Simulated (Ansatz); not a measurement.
# HfF+ (triplet): from Hartree-Fock to the top rungs, def2-SVP

The task here is to estimate one member of a computed series from the others.

Computed with Ansatz 0.2.0, Gaussian basis. Level: def2-SVP, core rule «outside noble gas», up to 5 orbitals frozen.

The runs, in order: UHF; CCSD(T) on ROHF; CCSD(T) on UHF; CISD as a restricted active space (open shells left free, so some higher excitations enter); CCSDT(Q) on ROHF; CCSDT(Q) on UHF.

31 further runs of the same task are left out: 12 for a known fault of the program, 8 that didn't finish, 11 set aside as unsound or not needed. Runs told in other sessions of the task aren't counted.

## The system

The geometry is a PBE0/def2-TZVP stationary point (not a proven minimum) of the parent state, kept for this charge and spin. No spin-orbit coupling is included. Elements past krypton take def2 core potentials.

2 atoms, charge 1, spin multiplicity 3.

Atoms are counted from 1 here; the program's logs count them from 0.

Bond lengths: Hf1–F2 1.894 Å.

As a file:

```
Hf    0.0000    0.0000    0.0000
F     0.0000    0.0000    1.8938
```

Set-up of the first run:

The input, in.yaml:

```yaml
crystal:
  periodic: [false, false, false]
  atoms:
    - {symbol: Hf, position_ang: [0.000000, 0.000000, 0.000000]}
    - {symbol: F, position_ang: [0.000000, 0.000000, 1.893800]}
basis:
  gaussian: {orbitals: def2-SVP}
total_charge: 1
magnetization: {spin_polarized: true, initial_magnetization: 2}
hamiltonian: {xc: hf}
output: {orbitals: {seedname: orbitals}}
```

The run is started by

```
$ ansatz run in.yaml --threads 1 --pin off --events-out ev --progress --plain --max-ram 2393MiB
```

Steps of the session up to this table: UHF; CCSD(T) on ROHF; CCSD(T) on UHF; CISD as a restricted active space (open shells left free, so some higher excitations enter); CCSDT(Q) on ROHF; CCSDT(Q) on UHF.

One table of the session follows, with a row left open; its other results are not shown here.

```
   method  from RCCSDT(Q) (kcal/mol)
     ROHF                    +146.48
      UHF                    +144.75
     RMP2                      +3.99
     UMP2                      +2.38
    RCCSD                      +4.12
    UCCSD                      +2.63
 RCCSD(T)                      +0.34
 UCCSD(T)                      -1.15
   RCCSDT                      +0.15
   UCCSDT                          ?
RCCSDT(Q)                          0
UCCSDT(Q)                      -1.77
```

Q: Estimate the row for UCCSDT from the others.

As computed: from RCCSDT(Q) (kcal/mol): -1.33. In the column «from RCCSDT(Q) (kcal/mol)» it lies between UCCSDT(Q) (-1.77) and UCCSD(T) (-1.15).

Not comparable, so not listed: CISD as a restricted active space (open shells left free, so some higher excitations enter) (they don't share determinant, frozen orbitals or solution with the rows shown, or repeat one).

Caveats from the session: Restricted and unrestricted rows rest on different reference determinants; a gap between their highest levels can come from leftover correlation error, from unlike frozen cores or from another state.
